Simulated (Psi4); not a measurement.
# GaH3 (SMILES [H][Ga]([H])[H]): HF/def2-TZVPP

What is the vertical singlet–triplet gap of GaH3 at HF/def2-TZVPP? 

Program for the calculation: Psi4 1.11.

2 further runs of the same task are left out: 2 set aside as unsound or not needed.

## 1. Starting point

The species is GaH3 (4 atoms), meant as a singlet with charge 0. As SMILES, `[H][Ga]([H])[H]`. The shape comes from GFN2-xTB, which is rough for such elements, and wasn't checked as a minimum.

Bond lengths: Ga1–H2 1.567 Å, Ga1–H3 1.567 Å, Ga1–H4 1.566 Å. Angles: H2–Ga1–H3 120.0°, H2–Ga1–H4 120.0°, H3–Ga1–H4 120.0°.

## 2. The energy at HF/def2-TZVPP

job.json

```json
{
 "schema_name": "qcschema_input",
 "schema_version": 1,
 "molecule": {
  "schema_name": "qcschema_molecule",
  "schema_version": 2,
  "symbols": ["Ga", "H", "H", "H"],
  "geometry": [-0.00030236, 0.00011338, 0.00241885, 2.95948119, -0.05506662, 0.02526564, -1.43207225, 2.59083341, -0.0351867, -1.52710658, -2.53588018, 0.00750221],
  "molecular_charge": 0,
  "molecular_multiplicity": 1,
  "fix_symmetry": "c1"
 },
 "driver": "energy",
 "model": {
  "method": "hf",
  "basis": "def2-TZVPP"
 },
 "keywords": {
  "puream": true,
  "e_convergence": 1e-09,
  "d_convergence": 1e-08,
  "scf_type": "pk",
  "scf_properties": ["LOWDIN_CHARGES", "MULLIKEN_CHARGES", "QUADRUPOLE"]
 }
}
```

Started as:

```console
psi4 --qcschema job.json -n 1 --memory 1600MB
```

stdout:

```text
[...]
  Running in c1 symmetry.
[...]
  Nuclear repulsion =   32.001201405435303
[...]
  Multiplicity = 1
[...]
  Nalpha       = 17
  Nbeta        = 17
[...]
    Number of basis functions: 90
[...]
   @RHF iter   1: -1923.33222151345376   -2.65558e+00   3.31112e-02 DIIS/ADIIS
[...]
   @RHF iter  10: -1924.96352078237578   -4.54747e-12   1.48606e-09 DIIS
[...]
    Orbital Energies [Eh]
    ---------------------
    Doubly Occupied:
       1A   -378.814028     2A    -48.167372     3A    -42.496777
       4A    -42.493094     5A    -42.493093     6A     -6.394447
       7A     -4.491247     8A     -4.483764     9A     -4.483763
      10A     -1.203227    11A     -1.198261    12A     -1.198259
      13A     -1.191623    14A     -1.191619    15A     -0.599757
      16A     -0.428997    17A     -0.428941
[...]
  @RHF Final Energy: -1924.96352078237578
   => Energetics <=
    Nuclear Repulsion Energy =             32.0012014054353031
    One-Electron Energy =               -2750.4129022823999549
    Two-Electron Energy =                 793.4481800945886789
    Total Energy =                      -1924.9635207823757810
[...]
 Multipole Moments:
 ------------------------------------------------------------------------------------
     Multipole            Electronic (a.u.)      Nuclear  (a.u.)        Total (a.u.)
 ------------------------------------------------------------------------------------
 L = 1.  Multiply by 2.5417464519 to convert [e a0] to [Debye]
 Dipole X            :         -0.0010726            0.0006334           -0.0004392
 Dipole Y            :          0.0003778           -0.0002375            0.0001403
 Dipole Z            :          0.0080066           -0.0050674            0.0029392
 Magnitude           :                                                    0.0029751
 L = 2.  Multiply by 1.3450342976 to convert [e a0^2] to [Debye ang]
 Quadrupole XX       :        -29.6736704           13.1414148          -16.5322556
 Quadrupole XY       :          0.0004234           -0.0006701           -0.0002467
[...]
  Mulliken Charges: (a.u.)
   Center  Symbol    Alpha    Beta     Spin     Total
       1    GA    15.26876 15.26876  0.00000  0.46249
       2     H     0.57709  0.57709  0.00000 -0.15419
       3     H     0.57707  0.57707  0.00000 -0.15415
       4     H     0.57708  0.57708  0.00000 -0.15415
   Total alpha = 17.00000, Total beta = 17.00000, Total charge =  0.00000
  Lowdin Charges: (a.u.)
   Center  Symbol    Alpha    Beta     Spin     Total
       1    GA    15.22131 15.22131  0.00000  0.55737
       2     H     0.59289  0.59289  0.00000 -0.18578
[...]
```

The result, in JSON:

```text
{
 "driver": "energy",
 "model": {
  "method": "hf",
  "basis": "def2-TZVPP"
 },
 "success": true,
 "return_result": -1924.9635207823758,
 "properties": {
  "calcinfo_nbasis": 90,
  "calcinfo_nmo": 90,
  "calcinfo_nalpha": 17,
  "calcinfo_nbeta": 17,
  "calcinfo_natom": 4,
  "nuclear_repulsion_energy": 32.0012014054353,
  "return_energy": -1924.9635207823758,
  "scf_one_electron_energy": -2750.4129022824,
  "scf_two_electron_energy": 793.4481800945887,
  "scf_dipole_moment": [-0.00043918200835599275, 0.00014027506739483497, 0.002939163818557828],
  "scf_total_energy": -1924.9635207823758,
  "scf_iterations": 10
 }
}
```

Run time: 2.1 s. Hardware: 1 thread of Intel Xeon 6975P-C (Granite Rapids), shared host; peak memory 0.35 GiB.

## 3. The triplet at the same level

calc.in

```
memory 1600 mb

molecule {
  0 3
  Ga    -0.00030236     0.00011338     0.00241885
  H      2.95948119    -0.05506662     0.02526564
  H     -1.43207225     2.59083341    -0.03518670
  H     -1.52710658    -2.53588018     0.00750221
  units au
  symmetry c1
  no_reorient
  no_com
}

set basis def2-TZVPP
set reference uhf
set puream true
set e_convergence 1e-09
set d_convergence 1e-08
set scf_type pk
set maxiter 200

e_tot, wfn = energy("hf", return_wfn=True)
```

Started as:

```console
psi4 -i calc.in -o calc.out -n 1
```

calc.out:

```text
[...]
  Running in c1 symmetry.
[...]
  Nuclear repulsion =   32.001201405435303
[...]
  Multiplicity = 3
[...]
  Nalpha       = 18
  Nbeta        = 16
[...]
    Number of basis functions: 90
[...]
   @UHF iter   1: -1923.05627542470711   -2.37963e+00   3.34810e-02 ADIIS/DIIS
[...]
   @UHF iter  20: -1924.78144977716693   -1.11413e-11   8.19851e-09 DIIS
[...]
   @S^2 Observed:                2.007372699E+00
[...]
    Orbital Energies [Eh]
    ---------------------
    Alpha Occupied:
       1A   -378.827373     2A    -48.180786     3A    -42.509668
       4A    -42.509228     5A    -42.506107     6A     -6.408720
       7A     -4.506172     8A     -4.501409     9A     -4.495707
      10A     -1.222398    11A     -1.212372    12A     -1.210741
      13A     -1.204311    14A     -1.203354    15A     -0.744207
      16A     -0.540346    17A     -0.441877    18A     -0.223791
    Alpha Virtual:
      19A      0.096259    20A      0.130434    21A      0.147679
      22A      0.210447    23A      0.237232    24A      0.259531
      25A      0.284168    26A      0.294394    27A      0.349194
[...]
  @UHF Final Energy: -1924.78144977716693
   => Energetics <=
    Nuclear Repulsion Energy =             32.0012014054353031
    One-Electron Energy =               -2749.6945673220266144
    Two-Electron Energy =                 792.9119161394241928
    Total Energy =                      -1924.7814497771669267
  UHF NO Occupations:
  HONO-2 :   16  A 1.9969728
  HONO-1 :   17  A 1.0000000
[...]
 Multipole Moments:
 ------------------------------------------------------------------------------------
     Multipole            Electronic (a.u.)      Nuclear  (a.u.)        Total (a.u.)
 ------------------------------------------------------------------------------------
 L = 1.  Multiply by 2.5417464519 to convert [e a0] to [Debye]
 Dipole X            :          0.9004541           -0.0090708            0.8913833
 Dipole Y            :         -0.0202494            0.0034014           -0.0168481
 Dipole Z            :         -0.0701359            0.0725655            0.0024296
 Magnitude           :                                                    0.8915459
[...]
```

Wall time 2.7 s (1 thread of Intel Xeon 6975P-C (Granite Rapids), shared host); peak memory 0.35 GiB.

## 4. Results

Level: HF/def2-TZVPP.

| quantity | value |
| --- | --- |
| singlet: total energy | -1924.96352 Eh |
| singlet: dipole moment | 0.01 D |
| singlet: HOMO energy | -11.67 eV |
| singlet: LUMO energy | 0.92 eV |
| singlet: HOMO–LUMO gap | 12.59 eV |
| triplet: total energy | -1924.78145 Eh |
| triplet: dipole moment | 2.27 D |
| triplet: HOMO energy (highest over α and β) | -6.09 eV |
| triplet: LUMO energy (lowest over α and β) | -3.08 eV |
| triplet: ⟨S²⟩ | 2.007 |
| vertical energy of the triplet above the singlet | 4.954 eV |

What this shows: At this shape the triplet lies 4.95 eV (478 kJ/mol) above the singlet. Mulliken charges (singlet) run from -0.15 on H2 to +0.46 on Ga1.
